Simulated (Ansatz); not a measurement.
**LaSi2Os2: a La atom hops into a vacancy**

Aim: the barrier for La14 to jump 4.15 Å into the empty La site beside it, in a 2×2×1 supercell of LaSi2Os2 with one La atom removed. The band relaxes its own ends first.

The COD entry's cell or inner coordinates are ideal or old and differ from later refinements, so a difference from it is no clean test against experiment.

All numbers below are computed with Ansatz 0.2.0 (DFT PBEsol, plane waves, PAW, scalar-relativistic, no spin polarisation).

### 1 The system as given

The cell holds 19 atoms (La3Os8Si8): a = 8.400 Å, b = 8.400 Å, c = 5.842 Å, α = 68.93°, β = 68.93°, γ = 90.00°.

The empty site lies at (-0.02, 8.37, -0.02) Å, and La14 starts at (-0.01, 4.22, 0.01) Å. All atoms were shaken by about 0.02 Å to break the symmetry.

As a file:

```xyz
19
Lattice="0.0000 8.3998 0.0000 8.3998 0.0000 0.0000 2.0999 2.0999 -5.0309" Properties=species:S:1:pos:R:3 pbc="T T T"
Os    2.1258    4.2183   -2.4945
Os    4.2060    2.0744   -2.5317
Si    2.1121    2.0635   -1.2744
Si    4.1947    4.1559   -3.7810
Os    6.2952    4.1886   -2.5282
Os    8.4132    2.0897   -2.5366
Si    6.3020    2.1040   -1.2589
Si    8.3957    4.2297   -3.7830
La    4.2117   -0.0027    0.0087
Os    2.1280    8.4109   -2.5386
Os    4.2179    6.2818   -2.5521
Si    2.1206    6.2974   -1.2431
Si    4.2244    8.4140   -3.7853
La   -0.0138    4.2193    0.0100
Os    6.3141    8.3835   -2.4807
Os    8.4085    6.3041   -2.5278
Si    6.2984    6.2957   -1.2592
Si    8.3654    8.4672   -3.7628
La    4.2278    4.2162    0.0257
```

### 2 Nudged elastic band

crystal.atoms is the first end and neb.final_atoms the second, which differs in La14 alone.

Input file input.yaml:

```yaml
crystal:
  lattice:
    - [0.0, 8.399788, 0.0]
    - [8.399788, 0.0, 0.0]
    - [2.099947, 2.099947, -5.030921]
  atoms:
    - { symbol: Os, position: [0.37823429, 0.12912666, 0.49582792] }
    - { symbol: Os, position: [0.12115695, 0.3749255, 0.50322207] }
    - { symbol: Si, position: [0.18233799, 0.1881238, 0.25330481] }
    - { symbol: Si, position: [0.30687332, 0.31148827, 0.75155054] }
    - { symbol: Os, position: [0.37302364, 0.62381071, 0.50253164] }
    - { symbol: Os, position: [0.12272515, 0.87554622, 0.50420358] }
    - { symbol: Si, position: [0.18791799, 0.68769428, 0.25023531] }
    - { symbol: Si, position: [0.31555955, 0.81152764, 0.75194756] }
    - { symbol: La, position: [0.00011378, 0.50183868, -0.0017385] }
    - { symbol: Os, position: [0.87516833, 0.12718499, 0.50460881] }
    - { symbol: Os, position: [0.62103694, 0.37532483, 0.50727551] }
    - { symbol: Si, position: [0.68794178, 0.19068091, 0.24709147] }
    - { symbol: Si, position: [0.81358946, 0.31481637, 0.75241587] }
    - { symbol: La, position: [0.50280558, -0.00114444, -0.00198375] }
    - { symbol: Os, position: [0.87478402, 0.62842145, 0.49308796] }
    - { symbol: Os, position: [0.62489009, 0.87542371, 0.50245936] }
    - { symbol: Si, position: [0.68692944, 0.68725427, 0.25029112] }
    - { symbol: Si, position: [0.82104809, 0.8089271, 0.74792636] }
    - { symbol: La, position: [0.50321316, 0.50459731, -0.00510987] }
kpoints:
  mp_grid: { grid: [2, 2, 3] }
magnetization:
  spin_polarized: false
scf:
  occupations: { method: fermi_dirac, width: 0.05 }
hamiltonian:
  pseudopotentials: { kind: paw }
  xc: pbesol
basis:
  ecutwfc: 420
neb:
  images: 3
  relax_end_points: true
  climbing: true
  f_tol: 0.05
  max_iterations: 40
  order_check: false
  final_atoms:
    - { symbol: Os, position: [0.37823429, 0.12912666, 0.49582792] }
    - { symbol: Os, position: [0.12115695, 0.3749255, 0.50322207] }
    - { symbol: Si, position: [0.18233799, 0.1881238, 0.25330481] }
    - { symbol: Si, position: [0.30687332, 0.31148827, 0.75155054] }
    - { symbol: Os, position: [0.37302364, 0.62381071, 0.50253164] }
    - { symbol: Os, position: [0.12272515, 0.87554622, 0.50420358] }
    - { symbol: Si, position: [0.18791799, 0.68769428, 0.25023531] }
    - { symbol: Si, position: [0.31555955, 0.81152764, 0.75194756] }
    - { symbol: La, position: [0.00011378, 0.50183868, -0.0017385] }
    - { symbol: Os, position: [0.87516833, 0.12718499, 0.50460881] }
    - { symbol: Os, position: [0.62103694, 0.37532483, 0.50727551] }
    - { symbol: Si, position: [0.68794178, 0.19068091, 0.24709147] }
    - { symbol: Si, position: [0.81358946, 0.31481637, 0.75241587] }
    - { symbol: La, position: [0.99516509, -0.0028851, 0.00346306] }
    - { symbol: Os, position: [0.87478402, 0.62842145, 0.49308796] }
    - { symbol: Os, position: [0.62489009, 0.87542371, 0.50245936] }
    - { symbol: Si, position: [0.68692944, 0.68725427, 0.25029112] }
    - { symbol: Si, position: [0.82104809, 0.8089271, 0.74792636] }
    - { symbol: La, position: [0.50321316, 0.50459731, -0.00510987] }
```

Launch:

```sh
ansatz run input.yaml --threads 4 --pin off --max-ram 8192MiB --backend cpu --events-out ev --progress --plain --runs-dir out
```

Before running it: what results should come out? Wanted: relaxation of the ends; barrier forwards; barrier backwards; second end relative to first; highest image.

**Answer**, as computed:

```
                    quantity                                                                   value
      relaxation of the ends  0.775 eV lower, moves up to 0.13 Å; 0.838 eV lower, moves up to 0.13 Å
            barrier forwards                                                                 3.94 eV
           barrier backwards                                                                 3.94 eV
second end relative to first                                                                0.000 eV
               highest image                                                   2 of 0 to 4, climbing
             band iterations                                                                       5
```

In words: The barrier from the first end is 3.94 eV, 152 times kT at 300 K; with a typical attempt rate of 10^13 per second that is roughly 10^-53 events a second. Both ends agree in energy to 1 meV. The input switches the test of curvatures off, so the top was not shown to be a first-order saddle. The cell of 19 atoms is small, so the barrier is not converged with size.
